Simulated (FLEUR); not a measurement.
# HfMoC2 (P4/mmm) in FLEUR: further runs

Runs on HfMoC2. Level: r2SCAN. Tasks: band structure, equation of state.

Everything below comes from runs of FLEUR MaX-R8.1 (later development tree). Logs are shortened: lines on timing, memory, paths and dates and some standing lists are left out, and cuts for length are marked.

**1. Starting point**

Symmetry: P4/mmm, No. 123, tetragonal system. The conventional cell has a = 3.191 Å, b = 3.191 Å, c = 4.485 Å, α = 90.00°, β = 90.00°, γ = 90.00°. Around Hf (site symmetry 4/mmm) lie 6 C at 2.24 to 2.26 Å. Mo (site symmetry 4/mmm) has 6 C at 2.24 to 2.26 Å as nearest neighbours. Around C (site symmetry 4/mmm) lie 2 Mo at 2.24 Å and 4 Hf at 2.26 Å. Around C (site symmetry 4/mmm) lie 2 Hf at 2.24 Å and 4 Mo at 2.26 Å.

The cell comes from a database or a generator and needn't be the stable form of this composition.

**2. Band structure, r2SCAN**

File inp.xml:

```xml
<?xml version="1.0" encoding="UTF-8" standalone="no"?>
<fleurInput fleurInputVersion="0.39">
   <comment>
      HfMoC2                                                                                              
   </comment>
   <calculationSetup>
      <cutoffs Kmax="4.8" Gmax="14.9" GmaxXC="14.9" numbands="0"/>
      <scfLoop itmax="80" minDistance="0.0001" maxIterBroyd="30" imix="Anderson" alpha="0.05" precondParam="0.0" spinf="2.0" sdNocoIR="T"/>
      <coreElectrons ctail="F" frcor="F" kcrel="0" coretail_lmax="0"/>
      <xcFunctional name="LibXC" relativisticCorrections="F">
         <LibXCName exchange="mgga_x_r2scan" correlation="mgga_c_r2scan"/>
         <AuxGGA exchange="117" correlation="130"/>
      </xcFunctional>
      <magnetism jspins="1"/>
      <soc l_soc="F" theta="0.0" phi="0.0" spav="F"/>
      <expertModes spex="0" secvar="F"/>
      <geometryOptimization l_f="F" forcealpha="1.0" forcemix="BFGS" epsdisp="0.00001" epsforce="0.00001"/>
      <ldaU l_linMix="F" mixParam="0.05" spinf="1.0"/>
   </calculationSetup>
   <cell>
      <bzIntegration valenceElectrons="48.0" mode="hist" fermiSmearingEnergy="0.00183747">
         <kPointListSelection listName="default-1"/>
         <!-- k-points included here -->
         <xi:include xmlns:xi="http://www.w3.org/2001/XInclude" href="kpts.xml"> </xi:include>
      </bzIntegration>
      <!-- symmetry operations included here -->
[... 56 lines left out ...]
   </atomSpecies>
   <atomGroups>
      <atomGroup species="Hafnium (Hf)">
         <relPos label="                   1">.0000000000 .0000000000 .0000000000</relPos>
         <force calculate="T" relaxXYZ="TTT"/>
      </atomGroup>
      <atomGroup species="Molybdenum (Mo)">
         <relPos label="                   2">1.000/2.000 1.000/2.000 1.000/2.000</relPos>
         <force calculate="T" relaxXYZ="TTT"/>
      </atomGroup>
      <atomGroup species="Carbon (C)">
         <relPos label="                   3">1.000/2.000 1.000/2.000 .0000000000</relPos>
         <force calculate="T" relaxXYZ="TTT"/>
      </atomGroup>
      <atomGroup species="Carbon (C)">
         <relPos label="                   4">.0000000000 .0000000000 1.000/2.000</relPos>
         <force calculate="T" relaxXYZ="TTT"/>
      </atomGroup>
   </atomGroups>
   <output dos="F" band="F" slice="F">
      <checks vchk="F" cdinf="F"/>
      <bandDOS minEnergy="-.5*Htr" maxEnergy="0.5*Htr" sigma="0.015" storeEVData="T"/>
      <vacuumDOS vacdos="F" integ="F" star="F" nstars="0" locx1="0.0" locy1="0.0" locx2="0.0" locy2="0.0" nstm="0" tworkf="0.0"/>
      <unfoldingBand unfoldBand="F" supercellX="1" supercellY="1" supercellZ="1"/>
      <plotting iplot="0" polar="F">
         <plot TwoD="T" vec1="  1.0  0.0  0.0" vec2="  0.0  1.0  0.0" vec3="  0.0  0.0  1.0" zero="  0.0  0.0  0.0" file="plot"/>
      </plotting>
      <chargeDensitySlicing numkpt="0" minEigenval="0.0" maxEigenval="0.0" nnne="0" pallst="F"/>
      <specialOutput eonly="F"/>
      <moessbauerParams electricFieldGradient="T" isomerShift="T" coreHyperfine="T" valenceHyperfine="T"/>
      <magneticCircularDichroism mcd="F" energyLo="-10.0" energyUp="0.0"/>
   </output>
  <!-- We include the file relax.xml here to enable relaxations (see documentation) -->
  <xi:include xmlns:xi="http://www.w3.org/2001/XInclude" href="relax.xml"> <xi:fallback/> </xi:include>
</fleurInput>
```

File crystal.txt:

```
HfMoC2
&input cartesian=F /
3.1914230000  0.0000000000  0.0000000000
0.0000000000  3.1914230000  0.0000000000
0.0000000000  0.0000000000  4.4851640000
1.8897261246
1.0 1.0 1.0

4
72 0.0000000000  0.0000000000  0.0000000000
42 0.5000000000  0.5000000000  0.5000000000
6 0.5000000000  0.5000000000  0.0000000000
6 0.0000000000  0.0000000000  0.5000000000

&kpt div1=8 div2=8 div3=6 gamma=T /
```

File inp.xml (bands):

```
<?xml version="1.0" encoding="UTF-8" standalone="no"?>
<fleurInput fleurInputVersion="0.39">
   <comment>
      HfMoC2                                                                                              
   </comment>
   <calculationSetup>
      <cutoffs Kmax="4.8" Gmax="14.9" GmaxXC="14.9" numbands="0"/>
      <scfLoop itmax="80" minDistance="0.0001" maxIterBroyd="30" imix="Anderson" alpha="0.05" precondParam="0.0" spinf="2.0" sdNocoIR="T"/>
      <coreElectrons ctail="F" frcor="F" kcrel="0" coretail_lmax="0"/>
      <xcFunctional name="LibXC" relativisticCorrections="F">
         <LibXCName exchange="mgga_x_r2scan" correlation="mgga_c_r2scan"/>
         <AuxGGA exchange="117" correlation="130"/>
      </xcFunctional>
      <magnetism jspins="1"/>
      <soc l_soc="F" theta="0.0" phi="0.0" spav="F"/>
      <expertModes spex="0" secvar="F"/>
      <geometryOptimization l_f="F" forcealpha="1.0" forcemix="BFGS" epsdisp="0.00001" epsforce="0.00001"/>
      <ldaU l_linMix="F" mixParam="0.05" spinf="1.0"/>
   </calculationSetup>
   <cell>
      <bzIntegration valenceElectrons="48.0" mode="hist" fermiSmearingEnergy="0.00183747">
         <kPointListSelection listName="path-1"/>
         <!-- k-points included here -->
         <xi:include xmlns:xi="http://www.w3.org/2001/XInclude" href="kpts.xml"> </xi:include>
      </bzIntegration>
      <!-- symmetry operations included here -->
[... 57 lines left out ...]
   <atomGroups>
      <atomGroup species="Hafnium (Hf)">
         <relPos label="                   1">.0000000000 .0000000000 .0000000000</relPos>
         <force calculate="T" relaxXYZ="TTT"/>
      </atomGroup>
      <atomGroup species="Molybdenum (Mo)">
         <relPos label="                   2">1.000/2.000 1.000/2.000 1.000/2.000</relPos>
         <force calculate="T" relaxXYZ="TTT"/>
      </atomGroup>
      <atomGroup species="Carbon (C)">
         <relPos label="                   3">1.000/2.000 1.000/2.000 .0000000000</relPos>
         <force calculate="T" relaxXYZ="TTT"/>
      </atomGroup>
      <atomGroup species="Carbon (C)">
         <relPos label="                   4">.0000000000 .0000000000 1.000/2.000</relPos>
         <force calculate="T" relaxXYZ="TTT"/>
      </atomGroup>
   </atomGroups>
   <output dos="F" band="T" slice="F">
      <checks vchk="F" cdinf="F"/>
      <bandDOS minEnergy="-.5*Htr" maxEnergy="0.5*Htr" sigma="0.015" storeEVData="T"/>
      <vacuumDOS vacdos="F" integ="F" star="F" nstars="0" locx1="0.0" locy1="0.0" locx2="0.0" locy2="0.0" nstm="0" tworkf="0.0"/>
      <unfoldingBand unfoldBand="F" supercellX="1" supercellY="1" supercellZ="1"/>
      <plotting iplot="0" polar="F">
         <plot TwoD="T" vec1="  1.0  0.0  0.0" vec2="  0.0  1.0  0.0" vec3="  0.0  0.0  1.0" zero="  0.0  0.0  0.0" file="plot"/>
      </plotting>
      <chargeDensitySlicing numkpt="0" minEigenval="0.0" maxEigenval="0.0" nnne="0" pallst="F"/>
      <specialOutput eonly="F"/>
      <moessbauerParams electricFieldGradient="T" isomerShift="T" coreHyperfine="T" valenceHyperfine="T"/>
      <magneticCircularDichroism mcd="F" energyLo="-10.0" energyUp="0.0"/>
   </output>
  <!-- We include the file relax.xml here to enable relaxations (see documentation) -->
  <xi:include xmlns:xi="http://www.w3.org/2001/XInclude" href="relax.xml"> <xi:fallback/> </xi:include>
</fleurInput>
```

Potentials or basis: all-electron, FLAPW.

Run with:

```sh
$ inpgen -f crystal.txt -profile fastHighL
$ # inp.xml edited to the form shown
$ fleur_MPI
$ fleur_MPI   # second run, on inp.xml (bands)
```

The program printed:

```text
Welcome to FLEUR        (www.flapw.de)
      MaX-Release 8.1          (www.max-centre.eu)
 func_ids         498         497         498         497
 MetaGGA potential functional detected - V_tau will be computed
 Auxiliary Potential for radial basis: exchange=         117  correlation=         130
The functional 'Re-regularized SCAN exchange by Furness et al' is an exchange functional, it belongs to the 'MGGA' family and is defined in the reference(s):
[1] J. W. Furness, A. D. Kaplan, J. Ning, J. P. Perdew, and J. Sun.,  J. Phys. Chem. Lett. 11, 8208-8215 (2020)
[2] J. W. Furness, A. D. Kaplan, J. Ning, J. P. Perdew, and J. Sun.,  J. Phys. Chem. Lett. 11, 9248-9248 (2020)
The functional 'Re-regularized SCAN correlation by Furness et al' is a correlation functional, it belongs to the 'MGGA' family and is defined in the reference(s):
[1] J. W. Furness, A. D. Kaplan, J. Ning, J. P. Perdew, and J. Sun.,  J. Phys. Chem. Lett. 11, 8208-8215 (2020)
[2] J. W. Furness, A. D. Kaplan, J. Ning, J. P. Perdew, and J. Sun.,  J. Phys. Chem. Lett. 11, 9248-9248 (2020)
 Using same functional for VXC and EXC

 ========== k-point set info ==========
 Selected k-point list: default-1
 k-point list type: mesh
 8 x 8 x 6
 Number of k points: 60

 ------------Calculation Setup---------------------------
 Number of MPI-tasks      :            1
 Number of PE/node        :            1
 Number of OMP-threads    :            1
 Most efficient MPI parallelization for:
           1           2           3           4           5           6          10          12          15          20          30          60
 Additional eigenvalue parallelization possible
 Number of basis functions:          744
 Approximate size of matrices (H+S) per k-point:         0.008 GB
 --------------------------------------------------------
The functional 'Hammer, Hansen, and Norskov' is an exchange functional, it belongs to the 'GGA' family and is defined in the reference(s):
[1] B. Hammer, L. B. Hansen, and J. K. Nørskov.,  Phys. Rev. B 59, 7413 (1999)
The functional 'Perdew, Burke & Ernzerhof' is a correlation functional, it belongs to the 'GGA' family and is defined in the reference(s):
[1] J. P. Perdew, K. Burke, and M. Ernzerhof.,  Phys. Rev. Lett. 77, 3865 (1996)
[2] J. P. Perdew, K. Burke, and M. Ernzerhof.,  Phys. Rev. Lett. 78, 1396 (1997)
 Using same functional for VXC and EXC
 Using auxiliary GGA potential for the first iteration of MetaGGA calculation.
 Reset of history
 Reset of history
 Iteration:     1   Distance:      49.34423604 me/bohr^3
The functional 'Hammer, Hansen, and Norskov' is an exchange functional, it belongs to the 'GGA' family and is defined in the reference(s):
[1] B. Hammer, L. B. Hansen, and J. K. Nørskov.,  Phys. Rev. B 59, 7413 (1999)
The functional 'Perdew, Burke & Ernzerhof' is a correlation functional, it belongs to the 'GGA' family and is defined in the reference(s):
[1] J. P. Perdew, K. Burke, and M. Ernzerhof.,  Phys. Rev. Lett. 77, 3865 (1996)
[2] J. P. Perdew, K. Burke, and M. Ernzerhof.,  Phys. Rev. Lett. 78, 1396 (1997)
 Using same functional for VXC and EXC
 Iteration:     2   Distance:      43.70623067 me/bohr^3
The functional 'Hammer, Hansen, and Norskov' is an exchange functional, it belongs to the 'GGA' family and is defined in the reference(s):
[1] B. Hammer, L. B. Hansen, and J. K. Nørskov.,  Phys. Rev. B 59, 7413 (1999)
The functional 'Perdew, Burke & Ernzerhof' is a correlation functional, it belongs to the 'GGA' family and is defined in the reference(s):
[1] J. P. Perdew, K. Burke, and M. Ernzerhof.,  Phys. Rev. Lett. 77, 3865 (1996)
[2] J. P. Perdew, K. Burke, and M. Ernzerhof.,  Phys. Rev. Lett. 78, 1396 (1997)
 Using same functional for VXC and EXC
 Iteration:     3   Distance:      39.58099769 me/bohr^3
The functional 'Hammer, Hansen, and Norskov' is an exchange functional, it belongs to the 'GGA' family and is defined in the reference(s):
[1] B. Hammer, L. B. Hansen, and J. K. Nørskov.,  Phys. Rev. B 59, 7413 (1999)
[... 1 lines left out ...]
[1] J. P. Perdew, K. Burke, and M. Ernzerhof.,  Phys. Rev. Lett. 77, 3865 (1996)
[2] J. P. Perdew, K. Burke, and M. Ernzerhof.,  Phys. Rev. Lett. 78, 1396 (1997)
 Using same functional for VXC and EXC
 Iteration:     4   Distance:      26.50936722 me/bohr^3
The functional 'Hammer, Hansen, and Norskov' is an exchange functional, it belongs to the 'GGA' family and is defined in the reference(s):
[1] B. Hammer, L. B. Hansen, and J. K. Nørskov.,  Phys. Rev. B 59, 7413 (1999)
The functional 'Perdew, Burke & Ernzerhof' is a correlation functional, it belongs to the 'GGA' family and is defined in the reference(s):
[1] J. P. Perdew, K. Burke, and M. Ernzerhof.,  Phys. Rev. Lett. 77, 3865 (1996)
[2] J. P. Perdew, K. Burke, and M. Ernzerhof.,  Phys. Rev. Lett. 78, 1396 (1997)
 Using same functional for VXC and EXC
 Iteration:     5   Distance:      23.40641370 me/bohr^3
The functional 'Hammer, Hansen, and Norskov' is an exchange functional, it belongs to the 'GGA' family and is defined in the reference(s):
[1] B. Hammer, L. B. Hansen, and J. K. Nørskov.,  Phys. Rev. B 59, 7413 (1999)
The functional 'Perdew, Burke & Ernzerhof' is a correlation functional, it belongs to the 'GGA' family and is defined in the reference(s):
[1] J. P. Perdew, K. Burke, and M. Ernzerhof.,  Phys. Rev. Lett. 77, 3865 (1996)
[2] J. P. Perdew, K. Burke, and M. Ernzerhof.,  Phys. Rev. Lett. 78, 1396 (1997)
 Using same functional for VXC and EXC
 Iteration:     6   Distance:      10.90560143 me/bohr^3
The functional 'Hammer, Hansen, and Norskov' is an exchange functional, it belongs to the 'GGA' family and is defined in the reference(s):
[1] B. Hammer, L. B. Hansen, and J. K. Nørskov.,  Phys. Rev. B 59, 7413 (1999)
The functional 'Perdew, Burke & Ernzerhof' is a correlation functional, it belongs to the 'GGA' family and is defined in the reference(s):
[1] J. P. Perdew, K. Burke, and M. Ernzerhof.,  Phys. Rev. Lett. 77, 3865 (1996)
[2] J. P. Perdew, K. Burke, and M. Ernzerhof.,  Phys. Rev. Lett. 78, 1396 (1997)
 Using same functional for VXC and EXC
[... 68 lines left out ...]
[2] J. P. Perdew, K. Burke, and M. Ernzerhof.,  Phys. Rev. Lett. 78, 1396 (1997)
 Using same functional for VXC and EXC
 Iteration:    17   Distance:       0.00388128 me/bohr^3
The functional 'Hammer, Hansen, and Norskov' is an exchange functional, it belongs to the 'GGA' family and is defined in the reference(s):
[1] B. Hammer, L. B. Hansen, and J. K. Nørskov.,  Phys. Rev. B 59, 7413 (1999)
The functional 'Perdew, Burke & Ernzerhof' is a correlation functional, it belongs to the 'GGA' family and is defined in the reference(s):
[1] J. P. Perdew, K. Burke, and M. Ernzerhof.,  Phys. Rev. Lett. 77, 3865 (1996)
[2] J. P. Perdew, K. Burke, and M. Ernzerhof.,  Phys. Rev. Lett. 78, 1396 (1997)
 Using same functional for VXC and EXC
 Iteration:    18   Distance:       0.00401953 me/bohr^3
The functional 'Hammer, Hansen, and Norskov' is an exchange functional, it belongs to the 'GGA' family and is defined in the reference(s):
[1] B. Hammer, L. B. Hansen, and J. K. Nørskov.,  Phys. Rev. B 59, 7413 (1999)
The functional 'Perdew, Burke & Ernzerhof' is a correlation functional, it belongs to the 'GGA' family and is defined in the reference(s):
[1] J. P. Perdew, K. Burke, and M. Ernzerhof.,  Phys. Rev. Lett. 77, 3865 (1996)
[2] J. P. Perdew, K. Burke, and M. Ernzerhof.,  Phys. Rev. Lett. 78, 1396 (1997)
 Using same functional for VXC and EXC
 Iteration:    19   Distance:       0.00082025 me/bohr^3
The functional 'Hammer, Hansen, and Norskov' is an exchange functional, it belongs to the 'GGA' family and is defined in the reference(s):
[1] B. Hammer, L. B. Hansen, and J. K. Nørskov.,  Phys. Rev. B 59, 7413 (1999)
The functional 'Perdew, Burke & Ernzerhof' is a correlation functional, it belongs to the 'GGA' family and is defined in the reference(s):
[1] J. P. Perdew, K. Burke, and M. Ernzerhof.,  Phys. Rev. Lett. 77, 3865 (1996)
[2] J. P. Perdew, K. Burke, and M. Ernzerhof.,  Phys. Rev. Lett. 78, 1396 (1997)
 Using same functional for VXC and EXC
 Iteration:    20   Distance:       0.00050123 me/bohr^3
The functional 'Hammer, Hansen, and Norskov' is an exchange functional, it belongs to the 'GGA' family and is defined in the reference(s):
[1] B. Hammer, L. B. Hansen, and J. K. Nørskov.,  Phys. Rev. B 59, 7413 (1999)
The functional 'Perdew, Burke & Ernzerhof' is a correlation functional, it belongs to the 'GGA' family and is defined in the reference(s):
[1] J. P. Perdew, K. Burke, and M. Ernzerhof.,  Phys. Rev. Lett. 77, 3865 (1996)
[2] J. P. Perdew, K. Burke, and M. Ernzerhof.,  Phys. Rev. Lett. 78, 1396 (1997)
 Using same functional for VXC and EXC
 Iteration:    21   Distance:       0.00009277 me/bohr^3

 ********************************************************************
 Run finished successfully
 Stop message:
   all done
 ********************************************************************
```

It took 4.9 min on 1 thread of Arm Neoverse V2, shared host; peak memory 0.12 GiB.

What came out:

| Quantity | Value |
| --- | --- |
| Free energy | -523077.1599 eV |
| Band gap along the path | none (metal or under the smearing width) |
| Valence electrons inside the program's atomic spheres | Hf 23.72; Mo 11.92; C 2.43, 2.39 (radii Hf 2.42, Mo 2.42, C 1.5 bohr) |

Levels at the corners of the path, in eV from the Fermi level:
| point | band 20 | band 21 | band 22 | band 23 | band 24 | band 25 | band 26 | band 27 | band 28 | band 29 |
| --- | --- | --- | --- | --- | --- | --- | --- | --- | --- | --- |
| Γ | -1.41 | -1.41 | -1.37 | -1.37 | -0.44 | -0.32 | 0.02 | 0.04 | 0.04 | 0.44 |
| X | -5.17 | -4.50 | -4.00 | -3.97 | -0.45 | 1.02 | 2.29 | 3.27 | 3.47 | 4.48 |
| M | -3.93 | -3.93 | -1.41 | -1.21 | -1.21 | -1.11 | 1.12 | 1.47 | 2.52 | 4.18 |
| Γ | -1.41 | -1.41 | -1.37 | -1.37 | -0.44 | -0.32 | 0.02 | 0.04 | 0.04 | 0.44 |
| Z | -3.54 | -2.36 | -2.36 | -1.88 | -1.88 | -1.33 | -0.32 | 2.14 | 2.14 | 3.95 |
| R | -5.49 | -5.46 | -4.67 | -4.56 | 1.07 | 1.09 | 1.82 | 4.74 | 5.56 | 5.65 |
| A | -4.52 | -4.47 | -4.46 | -4.46 | 1.09 | 1.09 | 1.47 | 3.31 | 3.31 | 3.62 |
| Z | -3.54 | -2.36 | -2.36 | -1.88 | -1.88 | -1.33 | -0.32 | 2.14 | 2.14 | 3.95 |
| X | -5.17 | -4.50 | -4.00 | -3.97 | -0.45 | 1.02 | 2.29 | 3.27 | 3.47 | 4.48 |
| R | -5.49 | -5.46 | -4.67 | -4.56 | 1.07 | 1.09 | 1.82 | 4.74 | 5.56 | 5.65 |
| M | -3.93 | -3.93 | -1.41 | -1.21 | -1.21 | -1.11 | 1.12 | 1.47 | 2.52 | 4.18 |
| A | -4.52 | -4.47 | -4.46 | -4.46 | 1.09 | 1.09 | 1.47 | 3.31 | 3.31 | 3.62 |

Core levels (eV from the Fermi level):
```csv
atom,levels
1 Hf,"1s1/2 -65198.4, 2s1/2 -11138.3, 2p1/2 -10635.8, 2p3/2 -9443.9, 3s1/2 -2533.6, 3p1/2 -2311.2, 3p3/2 -2055.7, 4s1/2 -506.0, 3d3/2 -1680.2, 3d5/2 -1624.5, 4p1/2 -414.9, 4p3/2 -356.5, 4d3/2 -207.1, 4d5/2 -196.4"
2 Mo,"1s1/2 -19812.7, 2s1/2 -2796.4, 2p1/2 -2571.9, 2p3/2 -2465.4, 3s1/2 -474.6, 3p1/2 -389.3, 3p3/2 -371.7, 3d3/2 -221.1, 3d5/2 -217.7"
3 C,1s1/2 -265.7
4 C,1s1/2 -266.3
```

Caveat: the meta-GGA is that of a development version, with a GGA for the radial functions and cores and without core tails; spin-orbit coupling is left out, which moves the levels of the heavy elements.

[end of part 1 of 2]
